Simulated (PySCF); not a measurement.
# Te⁴⁰⁺, Te⁴¹⁺: ionisation energies in even-tempered 18s12p4d4f

Wanted: the ionisation energy of tellurium, up a ladder of methods.

Program: PySCF 2.14.0. Level of theory: unrestricted determinants in a Gaussian basis, no spin-orbit coupling in the energies. These are calculated values, not measurements, unless marked.

### Step 1. What is computed

```
Element                                   : tellurium (Z = 52)
Basis                                     : an even-tempered Gaussian basis (18 s from 7.7 bohr⁻², ratio 2.5; 12 p from 10 bohr⁻², ratio 2.5; 4 d from 37 bohr⁻², ratio 2.7; 4 f from 55 bohr⁻², ratio 2.7)
Hamiltonian                               : scalar relativity by spin-free X2C-1e
State 1                                   : Te⁴⁰⁺: [Ne] 3s2, closed-shell 1S
State 2                                   : Te⁴¹⁺: [Ne] 3s1, 2S determinant
Needed too, but not shown                 : Te⁴²⁺ [Ne] (1S)
Methods                                   : CCSD(T)
Core shells frozen in the correlated runs : outer shells: 1s2 (for Te⁴⁰⁺)
```

Outer shells as boxes (Hund's rule):

Te40+ [Ne] 3s2
```
[Ne] core
3s [↑↓]
```

Te41+ [Ne] 3s1
```
[Ne] core
3s [↑ ]
```

One driver process ran all states and methods and kept the integrals in memory. Each run is shown as a PySCF script that sums up its settings (the driver passes frozen orbitals as a list and adds second-order terms of double hybrids); the logs are those of the runs themselves. The driver starts from symmetry-adapted Hartree-Fock orbitals, holds the occupation by maximum overlap and uses a logarithmic radial grid for functionals, so a plain start would take other cycles.

The integrals over 102 functions and the set-up took 0.54 s of CPU time.

### Step 2. Te⁴⁰⁺: CCSD(T) (outer shells)

**CCSD(T) (outer shells)**

Input file input.py:

```python
from pyscf import gto, scf, dft, mp, cc
mol = gto.M(atom="Te 0 0 0", charge=40, spin=0, symmetry="D2h",
            basis=gto.etbs([(0, 18, 7.7, 2.5), (1, 12, 10, 2.5), (2, 4, 37, 2.7), (3, 4, 55, 2.7)]),
            nucmod="G")
mf = scf.UHF(mol).sfx2c1e()
mf.irrep_nelec = {'Ag': (3, 3), 'B1u': (1, 1), 'B2u': (1, 1), 'B3u': (1, 1)}
mf.kernel()
mycc = cc.CCSD(mf, frozen=1).run()
mycc.ccsd_t()
```

### Step 3. Te⁴¹⁺, at CCSD(T) (outer shells)

**CCSD(T) (outer shells)**

Input file input.py:

```python
from pyscf import gto, scf, dft, mp, cc
mol = gto.M(atom="Te 0 0 0", charge=41, spin=1, symmetry="D2h",
            basis=gto.etbs([(0, 18, 7.7, 2.5), (1, 12, 10, 2.5), (2, 4, 37, 2.7), (3, 4, 55, 2.7)]),
            nucmod="G")
mf = scf.UHF(mol).sfx2c1e()
mf.irrep_nelec = {'Ag': (3, 2), 'B1u': (1, 1), 'B2u': (1, 1), 'B3u': (1, 1)}
mf.kernel()
mycc = cc.CCSD(mf, frozen=1).run()
mycc.ccsd_t()
```

What does the calculation give?

As calculated:

| quantity | value |
| --- | --- |
| ionisation energy, Te⁴⁰⁺ | UHF 2954.2, CCSD(T) (outer shells) 2958.3 eV; reference 2954 ± 4 |
| ionisation energy, Te⁴¹⁺ | UHF 3040.1, CCSD(T) (outer shells) 3040.8 eV; reference 3041 ± 0.5 |

Accuracy by level (over 2 differences):

```csv
method,mean absolute miss against CCSD(T) (outer shells) (eV)
UHF,2.405
MP2 (outer shells),0.356
SCS-MP2 (outer shells),0.210
CCSD (outer shells),0.012
CCSD(T) (outer shells),0.000
```

What this shows: For the first difference the methods span 4.093 eV, from UHF (2954.2) to CCSD(T) (outer shells) (2958.3). The reference is uncertain or not like for like (spin-orbit coupling or other relativistic terms), so no ranking of close methods is drawn. The basis is finite, and no extrapolation was made.
